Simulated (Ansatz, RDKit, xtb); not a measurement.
**C3H7BS: ranking a sample of isomers**

A sample of isomers of C3H7BS is drawn. Aim: find which of them has the lowest free energy at 298.15 K, then its properties. The sample is small against all isomers, and the most stable one of this formula need not be in it.

Plan: many cheap relaxations first (GFN2-xTB), then density-functional screening, relaxation at PBE-D3(BJ)/def2-SVP, vibrations and a final energy. The numbers are computed, not measured.

## 1. Drawing up candidates

Isomers were taken from a list of plausible structures; this is a sample, not all of them. That gives 4 candidates.

| label | SMILES | spin |
| --- | --- | --- |
| c362 | BCSC=C | singlet |
| c413 | B/C=C/SC | singlet |
| c475 | BSC1CC1 | singlet |
| c482 | C=CBSC | singlet |

Candidates are built by distance geometry, with a force field where one applies, in up to four conformers (letters a to d).

Q: Predict the outcome of this search (final energies at CCSD(T)/def2-SVP + MP2/def2-TZVPP - MP2/def2-SVP).

| quantity | value |
| --- | --- |
| lowest structure found | C=CBSC, singlet, Cs |
| next finalist | BSC1CC1, singlet, 18.8 kcal/mol higher in G |
| share at equilibrium, among the finalists | 100.0 % |
| harmonic wavenumbers, lowest and highest (PBE-D3(BJ)/def2-SVP) | 89 and 3149 cm⁻¹ |
| rotational constants, same geometry | 0.3123, 0.0673, 0.05598 cm⁻¹ |

The lowest structure found is `C=CBSC`. Among the finalists first place is clear (18.8 kcal/mol); structures outside the list aren't covered. HF/STO-3G, r2SCAN-D4/def2-SVP, PBE-D3(BJ)/def2-SVP, HF/def2-SVP and MP2/def2-SVP already put its bonding pattern lowest among the structures in one piece; GFN2-xTB favours the singlet BSC1CC1 (c475a, not a finalist). Lowest found is not proven lowest: the search is finite, and each finalist counts with one conformer. Only 4 drawn patterns were tried, so whole families of isomers are missing, and the result ranks this sample alone.
